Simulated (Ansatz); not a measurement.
**CH₆Al₂O: up Jacob's ladder to CCSD(T)**

How much do the methods differ for CH₆Al₂O? The plan is to run it at one geometry with functionals of several rungs and with coupled cluster, and see how far each lands from CCSD(T) at the basis-set limit for the atomisation energy.

Computed with Ansatz 0.2.0, Gaussian basis. Level: functionals in def2-TZVPP, the program's frozen cores in correlated methods.

Levels to be run: LDA (SPW92), PBE-D4, revPBE-D4, BLYP-D4, r2SCAN-D4, B97M-V, PBE0-D4, B3LYP-D4, r2SCANh-D4, r2SCAN0-D4, HSE06-D4, BHLYP-D4, CAM-B3LYP-D4, LC-ωPBE, ωB97X-V, ωB97M-V, B2PLYP, PBE-QIDH; CCSD(T)/def2-SVP; CCSD(T)/def2-TZVPP; MP2/def2-QZVPP; extrapolation to the limit; RPA on PBE.

## 1. The geometry

An earlier PBE0-D4 in a triple-zeta def2 set relaxation fixed the geometry.

10 atoms, charge 0, spin multiplicity 1.

Atoms are counted from 1 here; the program's logs count them from 0.

Bond lengths: O1–C2 1.519 Å, O1–Al4 1.925 Å, O1–H5 0.963 Å, C2–Al3 1.907 Å, C2–Al4 1.983 Å, C2–H6 1.087 Å, Al3–H7 1.592 Å, Al3–H8 1.583 Å, Al4–H9 1.579 Å, Al4–H10 1.590 Å. Angles: C2–O1–Al4 69.1°, C2–O1–H5 109.9°, Al4–O1–H5 119.3°, O1–C2–Al3 119.1°, O1–C2–Al4 65.1°, O1–C2–H6 106.6°, Al3–C2–Al4 110.4°, Al3–C2–H6 126.2°, Al4–C2–H6 113.7°, C2–Al3–H7 115.9°, C2–Al3–H8 119.9°, H7–Al3–H8 124.1°, O1–Al4–C2 45.7°, O1–Al4–H9 112.5°, O1–Al4–H10 108.5°, C2–Al4–H9 121.1°, C2–Al4–H10 114.4°, H9–Al4–H10 124.3°.

## 2. LDA

This LDA is Slater exchange with PW92 correlation.

in.yaml

```yaml
crystal:
  periodic: [false, false, false]
  atoms:
    - {symbol: O, position_ang: [-0.855280, 0.826362, -0.878470]}
    - {symbol: C, position_ang: [-0.759143, -0.108731, 0.315139]}
    - {symbol: Al, position_ang: [0.188682, -1.753340, 0.130031]}
    - {symbol: Al, position_ang: [0.504275, 1.418861, 0.348998]}
    - {symbol: H, position_ang: [-0.594958, 0.361374, -1.680821]}
    - {symbol: H, position_ang: [-1.655496, 0.052516, 0.907935]}
    - {symbol: H, position_ang: [0.851770, -2.017118, -1.293090]}
    - {symbol: H, position_ang: [0.349518, -2.715274, 1.376531]}
    - {symbol: H, position_ang: [0.124869, 2.776019, 1.062183]}
    - {symbol: H, position_ang: [1.928865, 1.108131, -0.285536]}
basis:
  gaussian: {orbitals: def2-TZVPP}
hamiltonian: {xc: lda}
output: {orbitals: {seedname: orbitals}}
```

Launch:

```bash
$ ansatz run in.yaml --threads 2 --pin off --events-out ev --progress --plain --max-ram 4352MiB
```

After this run come: PBE-D4 (GGA); revPBE-D4 (GGA); BLYP-D4 (GGA); r2SCAN-D4 (meta-GGA); B97M-V (meta-GGA); PBE0-D4 (hybrid); B3LYP-D4 (hybrid); r2SCANh-D4 (hybrid); r2SCAN0-D4 (hybrid); HSE06-D4 (hybrid); BHLYP-D4 (hybrid); CAM-B3LYP-D4 (range-separated); LC-ωPBE (range-separated); ωB97X-V (range-separated); ωB97M-V (range-separated); B2PLYP (double hybrid); PBE-QIDH (double hybrid); CCSD(T) in def2-SVP; CCSD(T) in def2-TZVPP; MP2 in def2-QZVPP; RPA on PBE orbitals.

**Question.** What will the summary of the whole plan be? Wanted: atomisation energy, CCSD(T)/CBS; farthest beyond LDA; mean size of error, GGA; mean size of error, meta-GGA; mean size of error, hybrid; mean size of error, range-separated; mean size of error, double hybrid; gap, smallest and largest; T1 diagnostic.

The runs gave:

| quantity | value |
| --- | --- |
| atomisation energy, CCSD(T)/CBS | 3020.0 kJ/mol |
| functionals within 15.1 kJ/mol (0.5 %) | PBE-D4, r2SCAN-D4, CAM-B3LYP-D4, ωB97X-V, ωB97M-V |
| farthest beyond LDA | BHLYP-D4 (-98.0 kJ/mol) |
| mean size of error, GGA | 36.4 kJ/mol |
| mean size of error, meta-GGA | 22.8 kJ/mol |
| mean size of error, hybrid | 46.4 kJ/mol |
| mean size of error, range-separated | 8.6 kJ/mol |
| mean size of error, double hybrid | 55.8 kJ/mol |
| gap, smallest and largest | 3.85 eV (LDA (SPW92)), 10.47 eV (LC-ωPBE) |
| T1 diagnostic | 0.0127 |
| triples share of the correlation energy | 3.5 % |

What this shows: The LDA atomisation energy is off by 384.8 kJ/mol (13 %): it overbinds. PBE-D4 is off by -3.6 kJ/mol. Double hybrids carry the basis error of their MP2 part in triple zeta, and no dispersion term here, so their miss is partly the set-up's. Taken by rung, range-separated functionals do best (8.6 kJ/mol on average) and double hybrid ones worst beyond LDA (55.8 kJ/mol). Misses under about 15.1 kJ/mol are within the doubt on the reference itself, which lacks core-valence correlation, relativity and higher excitations. Hartree-Fock recovers 72 % of the binding; the rest is correlation. CCSD(T) in def2-SVP is off by -179.3 kJ/mol, more than most functionals: a good method in a small basis is no reference. Orbital gaps span 3.9 to 10.5 eV; exact exchange widens them.
